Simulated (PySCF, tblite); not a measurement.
**ClGeH7OSi2, a small molecule taken as a stand-in for a surface group: NMR shifts, core binding energies and electronic excitations**

Aim: the NMR shifts, core binding energies and electronic excitations of `[OH][Ge]([SiH3])([SiH3])[Cl]`.

Programs: tblite 0.8.0 and PySCF 2.14.0. All values are calculated, for the isolated system unless a continuum is named. Atoms count from 0, parts from 1.

## (1) Starting point

12 atoms, charge 0, multiplicity 1; geometry: distance geometry start.

## (2) Geometry optimisation with GFN2-xTB

The job: settings as JSON, then the geometry in Å.

```
{"job": {"kind": "relax", "xc": "GFN2-xTB", "basis": "xTB"}, "charge": 0, "multiplicity": 1}
Ge    -0.073897     0.695812     0.348405
Si     1.831178    -0.553647    -0.038205
Si    -1.911536    -0.690071     0.047891
Cl    -0.055853     1.581452     2.287577
O     -0.281670     2.008418    -0.893711
H      2.012002    -0.598230    -1.524623
H      1.701399    -1.947426     0.402939
H      3.030507     0.030722     0.585100
H     -1.841930    -1.808599     0.996585
H     -1.882135    -1.163194    -1.369418
H     -3.105380     0.118768     0.220978
H      0.611194     2.329057    -1.095820
```

Method: GFN2-xTB geometry optimisation, gas phase.

Run with:

```console
$ OMP_NUM_THREADS=1 python cluster_run.py task.json out
```

The driver reads the jobs from task.json and runs them one after another.

**Question.** The jobs that follow are: PBE0-D3(BJ)/def2-SVP geometry optimisation, gas phase; GIAO PBE0/pcSseg-1 NMR shielding, non-relativistic, gas phase; delta-SCF UKS SCAN, pcX-2 on the ionised atom, pcseg-1 elsewhere, spin-free X2C; TDDFT CAM-B3LYP/def2-SVPD, vertical, gas phase, core orbitals frozen in the response. Predict: point group; rotational constants (main isotopes); ¹H shifts against TMS (PBE0/pcSseg-1); ⁷³Ge shifts against GeMe4 (PBE0/pcSseg-1); ²⁹Si shifts against TMS (PBE0/pcSseg-1); ³⁵Cl shifts against HCl (PBE0/pcSseg-1); ¹⁷O shifts against H2O (PBE0/pcSseg-1); Si2p binding energies, SCAN/pcX-2; Cl2p binding energies, SCAN/pcX-2; O1s binding energies, SCAN/pcX-2; lowest singlet (CAM-B3LYP/def2-SVPD); brightest single state of those computed; lowest triplet; vertical ionisation energy (ΔSCF).

As calculated:

| quantity | value |
| --- | --- |
| point group | C1 |
| rotational constants (main isotopes) | 1.62, 1.31, 1.03 GHz |
| ¹H shifts against TMS (PBE0/pcSseg-1) | 4.03, 3.82, 3.81, 3.74, 3.74, 3.67, 1.32 ppm |
| ⁷³Ge shifts against GeMe4 (PBE0/pcSseg-1) | 121 ppm |
| ²⁹Si shifts against TMS (PBE0/pcSseg-1) | -91.8, -93.2 ppm |
| ³⁵Cl shifts against HCl (PBE0/pcSseg-1) | 74 ppm |
| ¹⁷O shifts against H2O (PBE0/pcSseg-1) | 68.4 ppm |
| Si2p binding energies, SCAN/pcX-2 | Si2 107.07, Si1 107.03 eV |
| Cl2p binding energies, SCAN/pcX-2 | Cl3 205.59 eV |
| O1s binding energies, SCAN/pcX-2 | O4 538.00 eV |
| lowest singlet (CAM-B3LYP/def2-SVPD) | 5.84 eV (212 nm), f = 0.002 |
| brightest single state of those computed | state 3, 6.78 eV, f = 0.604 |
| lowest triplet | 5.30 eV |
| vertical ionisation energy (ΔSCF) | 9.66 eV |

In words: Relaxing lowered the energy by 0.253 eV in 12 steps; the close pair that moved most is Si2–H9, from 1.444 to 1.493 Å (PBE0/def2-SVP). At PBE0/pcSseg-1: The widest tensor belongs to Cl3: span 333 ppm, with a paramagnetic part of -280 ppm. The Si2p levels computed lie within 0.04 eV of one another, too close to rank. The first singlet state (HOMO→LUMO 0.71, HOMO→LUMO+1 0.24) lies at 5.84 eV and is weak; of the 6 states computed, the strongest absorption comes from state 3 at 6.78 eV. The lowest triplet lies 0.54 eV below the lowest singlet (triplets in Tamm-Dancoff, singlets in full TDDFT). The orbital energy would give 8.99 eV for ionisation, ΔSCF gives 9.66 eV. Spin-orbit coupling is left out, which matters for shieldings and couplings at and beside the heavy atoms. A capped cluster stands for the solid here, so long-range fields and strain are missing, and bands or shifts of the capping hydrogens have no counterpart in it.
